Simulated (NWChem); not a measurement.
# PBE0/6-311+G(d,p) run of CF4 (tetrafluoromethane)

Aim: the electronic atomisation energy of CF4 (tetrafluoromethane) at PBE0/6-311+G**, from 3 runs. 

The calculation is run with NWChem 7.3.0.

7 further runs of the same task are left out: 6 that didn't finish, 1 set aside as unsound or not needed.

## Step 1: The system as given

The species is CF4 (5 atoms), meant as a singlet with charge 0. As SMILES, `FC(F)(F)F`. The coordinates come from a PBE0-D4/def2-TZVP relaxation.

Bond lengths: F1–C2 1.318 Å, C2–F3 1.318 Å, C2–F4 1.318 Å, C2–F5 1.318 Å. Angles: F1–C2–F3 109.5°, F1–C2–F4 109.5°, F1–C2–F5 109.5°, F3–C2–F4 109.5°, F3–C2–F5 109.5°, F4–C2–F5 109.5°.

## Step 2: A single-point energy at PBE0/6-311+G(d,p)

geom.nw

```
start geom
title "CF4"
memory stack 880 mb heap 220 mb global 1100 mb

geometry noautosym nocenter noautoz
  F       -0.850100       0.025300       0.989500
  C        0.010000      -0.014700      -0.008300
  F        1.157500      -0.501300       0.420100
  F       -0.464000      -0.786000      -0.966200
  F        0.196600       1.203000      -0.476700
end

basis "ao basis" spherical bse
  * library 6-311+G**
end

dft
  xc pbe0
  mult 1
  grid lebedev 150 18
  convergence energy 1e-08
  maxiter 100
  mulliken
  noprint "final vectors analysis"
end

task dft energy
```

Command:

```
$ nwchem geom.nw > geom.out
```

The log of the run:

```text
[...]
          Wavefunction type:  closed shell.
          No. of atoms     :     5
          No. of electrons :    42
[...]
          Charge           :     0
          Spin multiplicity:     1
[...]
          AO basis - number of functions:   110
[...]
              XC Information
              --------------
                         PBE0 Method XC Functional
                     Hartree-Fock (Exact) Exchange  0.250
          PerdewBurkeErnzerhof Exchange Functional  0.750
            Perdew 1991 LDA Correlation Functional  1.000 local
           PerdewBurkeErnz. Correlation Functional  1.000 non-local
[...]
 d= 0,ls=0.0,diis     1   -436.9931757393 -6.43D+02  1.33D-02  2.39D+00     3.0
[...]
 d= 0,ls=0.0,diis     7   -437.2109756224 -4.40D-09  3.07D-07  2.19D-09    19.0
         Total DFT energy =     -437.210975622423
      One electron energy =    -1017.199162667389
           Coulomb energy =      420.680958464167
    Exchange-Corr. energy =      -46.912841569025
 Nuclear repulsion energy =      206.220070149824
[...]
      Total Density - Mulliken Population Analysis
     ---------------------------------------------
    Atom       Charge   Shell Charges
 -----------   ------   -------------------------------------------------------
    1 F    9     9.13   1.08  0.92  1.17  1.09  2.37  0.88  1.60 -0.03  0.06  0.01
    2 C    6     5.48   1.10  0.89  0.54  0.79  1.43 -0.08  0.32  0.02  0.08  0.39
    3 F    9     9.13   1.08  0.92  1.17  1.09  2.37  0.88  1.60 -0.03  0.06  0.01
    4 F    9     9.13   1.08  0.92  1.17  1.09  2.37  0.88  1.60 -0.03  0.06  0.01
    5 F    9     9.13   1.08  0.92  1.17  1.09  2.37  0.88  1.60 -0.03  0.06  0.01
[...]
```

Run time: 20 s. Hardware: 1 thread of AMD EPYC 9R14 (Zen 4), shared host; peak memory 0.14 GiB.

## Step 3: The C atom

run.nw

```
start run
memory stack 880 mb heap 220 mb global 1100 mb

geometry noautosym nocenter noautoz
  C      0.000000     0.000000     0.000000
end

basis spherical bse
  C library 6-311+G**
end

dft
  xc pbe0
  mult 3
  grid lebedev 150 18
  convergence energy 1e-08
  maxiter 100
  mulliken
  print low
end

task dft energy
```

Run the same way, it converges to -37.80297 Eh (log not shown).

## Step 4: The F atom at the same level

nw.nw

```
start nw
title "F energy"
memory total 2200 mb

geometry units au noautosym nocenter noautoz
  F      0.00000000     0.00000000     0.00000000
end

basis "ao basis" spherical bse
  * library 6-311+G**
end

dft
  xc pbe0
  mult 2
  grid lebedev 150 18
  convergence energy 1e-08
  iterations 100
  mulliken
  print low
end

task dft
```

Run the same way, it converges to -99.66603 Eh (log not shown).

## Step 5: What came out

At PBE0/6-311+G**:

| quantity | value |
| --- | --- |
| molecule: total energy | -437.21098 Eh |
| molecule: dipole moment | 0.00 D |
| C atom: total energy | -37.80297 Eh |
| C atom: ⟨S²⟩ | 2.003 |
| F atom: total energy | -99.66603 Eh |
| F atom: ⟨S²⟩ | 0.751 |
| electronic atomisation energy | 20.242 eV |

Taking the molecule apart into free atoms costs 20.24 eV (467 kcal/mol), before zero-point energy and without spin-orbit coupling.
